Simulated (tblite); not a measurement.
# C6H9BrF2Si: the cost of one run

Computed with tblite 0.8.0 and PySCF 2.14.0, with density-fitted response routines of our own, on a single molecule in the gas phase. Atoms are numbered from 0 throughout.

## (1) The starting structure

19 atoms, charge 0, multiplicity 1; geometry from: force field or distance geometry start.

Bonds of the start (Å): F0–C1 1.38, C1–C2 1.50, C2–C3 1.35, C3–Si4 1.83, Si4–C5 1.85, C5–C6 1.53, C6–F7 1.37, C6–C8 1.54, C8–Br9 1.96, C8–C1 1.52, C1–H10 1.11, C2–H11 1.08, C3–H12 1.08, Si4–H13 1.47, Si4–H14 1.48, C5–H15 1.08, C5–H16 1.10, C6–H17 1.10, C8–H18 1.10.

## (2) Geometry optimisation with GFN2-xTB

The job: settings as JSON, then the geometry in Å.

```
{"job": {"kind": "relax", "xc": "GFN2-xTB", "basis": "xTB"}, "charge": 0, "multiplicity": 1}
F      2.952000    -0.238200     0.628100
C      1.569500    -0.288900     0.581100
C      1.201900    -1.416700    -0.342300
C     -0.026700    -1.787300    -0.767300
Si    -1.637100    -1.053000    -0.307000
C     -1.478700     0.793500    -0.325400
C     -0.413300     1.379500     0.607200
F     -0.604200     2.739000     0.624800
C      1.073200     1.123300     0.316300
Br     1.550500     1.710300    -1.496400
H      1.277200    -0.590000     1.603400
H      2.044100    -1.985500    -0.710800
H     -0.116900    -2.636100    -1.429200
H     -1.987900    -1.494200     1.051900
H     -2.684800    -1.490600    -1.261300
H     -1.321300     1.155300    -1.333100
H     -2.441100     1.222400    -0.026200
H     -0.619300     1.045300     1.638900
H      1.653000     1.821200     0.939900
```

Started as:

```
OMP_NUM_THREADS=1 python probes_run.py task.json out
```

One launch serves the whole session: the jobs run in the order shown.

Q: Estimate the wall time and peak memory of this first job on 1 thread of AMD EPYC, shared host.

About 2.7 s, with a peak of 0.18 GiB.
